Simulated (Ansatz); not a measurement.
The system is SnSe2.

```
CELL_PARAMETERS angstrom
3.81100 0.00000 0.00000
-1.90550 3.30042 0.00000
0.00000 0.00000 6.13600
ATOMIC_POSITIONS crystal
Sn 0.00000 0.00000 0.00000
Se 0.66667 0.33333 0.75100
Se 0.33333 0.66667 0.24900
```

* Program: Ansatz 0.2.0
* Task: relaxation of cell and atoms
* Functional: r2SCAN
* Dispersion: D3(BJ)-ATM
* Potentials or basis: Ansatz PAW
* Cutoff: 500 eV (not typed: the program's choice for these potentials)
* k mesh: 8 × 8 × 5
* Occupations: fermi-dirac, width 0.05 eV
* Spin: no spin polarisation

At the start: volume 25.73 Å³/atom.

Problem. How do energy, volume and symmetry change on relaxing?

Solution. It ends after 5 steps and the volume is 26.53 Å³/atom (+3.1 %); space group P-3m1 (No. 164, to 0.05 Å).

The path:
```
step  energy change (eV)  largest force (eV/Å)  volume (Å³)
   1              0.0000                0.5229        77.18
   2             -0.0295                0.0516        79.51
   3             -0.0302                0.0046        79.47
   4             -0.0303                0.0033        79.58
   5             -0.0304                0.0032        79.58
```

Final structure:
```xyz
3
Lattice="3.8284 0.0000 0.0000 -1.9142 3.3155 0.0000 0.0000 0.0000 6.2694" Properties=species:S:1:pos:R:3 pbc="T T T"
Sn    0.0000    0.0000    0.0000
Se    1.9142    1.1052    4.6962
Se    0.0000    2.2103    1.5731
```

Caveat: the plane-wave basis is chosen anew once the cell has moved, so the energies of steps on either side of that aren't comparable; the PAW data sets come from PBE, with cores solved anew for the run's functional, which leaves a small shift of forces and pressure.
